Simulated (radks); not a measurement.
**Ta in [Xe] 4f14 5d3 5f2: an all-electron calculation**

What are the levels of neutral tantalum, how large are its shells, and how does its energy divide?

Method: Dirac Kohn-Sham, PBE, spin-unpolarised, spherical densities, point nucleus; open shells fill j = l - 1/2 first. Code: radks (a radial shooting solver on a logarithmic mesh, Libxc functionals) version 1.

## (1) The system

```
element       : tantalum (Z = 73)
charge        : 0
electrons     : 73
configuration : [Xe] 4f14 5d3 5f2
```

## (2) The run

Input:

```text
Z 73
configuration [Xe] 4f14 5d3 5f2
relativity Dirac
functional pbe,pbe
spin unpolarised
j_filling energy
nucleus point
c 137.035999084
```

On the command line:

```sh
python run_ks.py task.json out
```

The same process makes all the runs of this session.

**Question.** What will this run give?

**Answer**, as computed:

| quantity | value |
| --- | --- |
| total energy | -15625.2667 hartree |
| exchange-correlation share of it | 2.03 % |
| −T/E | 1.1228 |
| highest occupied level | 5f5/2, -0.613 eV |
| most extended occupied level | 5f5/2, <r> = 10.5 bohr |
| radius at density 0.001 e/bohr³ | 3.85 bohr |
| maxima of the radial density | 5 |

What this shows: 5 principal shells are occupied and 5 maxima appear in the radial density. Relativity lifts −T/E to 1.123. This is not the tabulated ground configuration, so its levels and sizes aren't those of the ground state, and no measured value stands beside it.
